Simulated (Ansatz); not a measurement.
# CH₅FOSi: a ladder of functionals and wavefunction methods

Aim: compute CH₅FOSi with functionals from several rungs and with coupled cluster. The yardstick is the atomisation energy at the CCSD(T) limit.

Method: functionals in def2-TZVPP, the program's frozen cores in correlated methods; program: Ansatz 0.2.0, Gaussian basis.

Levels to be run: LDA (SPW92), PBE-D4, revPBE-D4, BLYP-D4, r2SCAN-D4, B97M-V, PBE0-D4, B3LYP-D4, r2SCANh-D4, r2SCAN0-D4, HSE06-D4, BHLYP-D4, CAM-B3LYP-D4, LC-ωPBE, ωB97X-V, ωB97M-V, B2PLYP, PBE-QIDH; CCSD(T)/def2-SVP; CCSD(T)/def2-TZVPP; MP2/def2-QZVPP; extrapolation to the limit; RPA on PBE.

### Step 1. Structure used throughout

The geometry comes from an earlier relaxation with PBE0-D4 in a triple-zeta def2 set; it is a stationary point, not always the lowest conformer.

SMILES `OC(F)[SiH3]`, 9 atoms, charge 0, spin multiplicity 1.

Atoms are counted from 1 here; the program's logs count them from 0.

Bond lengths: O1–C2 1.377 Å, O1–H5 0.963 Å, C2–F3 1.398 Å, C2–Si4 1.913 Å, C2–H6 1.099 Å, Si4–H7 1.482 Å, Si4–H8 1.484 Å, Si4–H9 1.485 Å. Angles: C2–O1–H5 109.6°, O1–C2–F3 110.0°, O1–C2–Si4 108.9°, O1–C2–H6 111.8°, F3–C2–Si4 108.7°, F3–C2–H6 104.9°, Si4–C2–H6 112.5°, C2–Si4–H7 108.9°, C2–Si4–H8 108.2°, C2–Si4–H9 108.8°, H7–Si4–H8 110.6°, H7–Si4–H9 110.6°, H8–Si4–H9 109.7°.

### Step 2. LDA

This LDA is Slater exchange with PW92 correlation.

in.yaml reads:

```yaml
crystal:
  periodic: [false, false, false]
  atoms:
    - {symbol: O, position_ang: [-0.153216, 1.193898, -1.092796]}
    - {symbol: C, position_ang: [0.495821, 0.121629, -0.521803]}
    - {symbol: F, position_ang: [0.598867, -0.922013, -1.445839]}
    - {symbol: Si, position_ang: [-0.517765, -0.487793, 0.981243]}
    - {symbol: H, position_ang: [0.415377, 1.600530, -1.755403]}
    - {symbol: H, position_ang: [1.533474, 0.367851, -0.256497]}
    - {symbol: H, position_ang: [-1.895363, -0.802861, 0.534733]}
    - {symbol: H, position_ang: [0.144393, -1.698613, 1.527444]}
    - {symbol: H, position_ang: [-0.533189, 0.581072, 2.011818]}
basis:
  gaussian: {orbitals: def2-TZVPP}
hamiltonian: {xc: lda}
output: {orbitals: {seedname: orbitals}}
```

Command:

```sh
$ ansatz run in.yaml --threads 2 --pin off --events-out ev --progress --plain --max-ram 4352MiB
```

Further steps of the session: PBE-D4 (GGA); revPBE-D4 (GGA); BLYP-D4 (GGA); r2SCAN-D4 (meta-GGA); B97M-V (meta-GGA); PBE0-D4 (hybrid); B3LYP-D4 (hybrid); r2SCANh-D4 (hybrid); r2SCAN0-D4 (hybrid); HSE06-D4 (hybrid); BHLYP-D4 (hybrid); CAM-B3LYP-D4 (range-separated); LC-ωPBE (range-separated); ωB97X-V (range-separated); ωB97M-V (range-separated); B2PLYP (double hybrid); PBE-QIDH (double hybrid); CCSD(T) in def2-SVP; CCSD(T) in def2-TZVPP; MP2 in def2-QZVPP; RPA on PBE orbitals.

**Question.** What will the summary of the whole plan be? Wanted: atomisation energy, CCSD(T)/CBS; farthest beyond LDA; mean size of error, GGA; mean size of error, meta-GGA; mean size of error, hybrid; mean size of error, range-separated; mean size of error, double hybrid; gap, smallest and largest; T1 diagnostic.

As calculated:

| quantity | value |
| --- | --- |
| atomisation energy, CCSD(T)/CBS | 733.9 kcal/mol |
| functionals within 3.7 kcal/mol (0.5 %) | BLYP-D4, r2SCAN-D4, B97M-V, B3LYP-D4, CAM-B3LYP-D4, ωB97X-V, ωB97M-V |
| farthest beyond LDA | BHLYP-D4 (-27.8 kcal/mol) |
| mean size of error, GGA | 7.1 kcal/mol |
| mean size of error, meta-GGA | 2.2 kcal/mol |
| mean size of error, hybrid | 11.0 kcal/mol |
| mean size of error, range-separated | 2.7 kcal/mol |
| mean size of error, double hybrid | 11.1 kcal/mol |
| gap, smallest and largest | 6.51 eV (LDA (SPW92)), 13.86 eV (LC-ωPBE) |
| T1 diagnostic | 0.0122 |
| triples share of the correlation energy | 3.3 % |

**Reading.** The LDA atomisation energy is off by 112.2 kcal/mol (15 %): it overbinds. PBE-D4 misses by +10.0 kcal/mol. Double hybrids carry the basis error of their MP2 part in triple zeta, and no dispersion term here, so their miss is partly the set-up's. The rungs meta-GGA, range-separated miss on average by less than the doubt on the reference (3.7 kcal/mol), so they tie. The reference freezes the cores and leaves out relativity and excitations past (T), so misses under about 3.7 kcal/mol can't be ranked. Hartree-Fock recovers 71 % of the binding; the rest is correlation. CCSD(T) in def2-SVP is off by -46.2 kcal/mol, so the small basis spoils what the method gains. The gap grows from 6.5 to 13.9 eV across the functionals, mostly with the share of exact exchange.
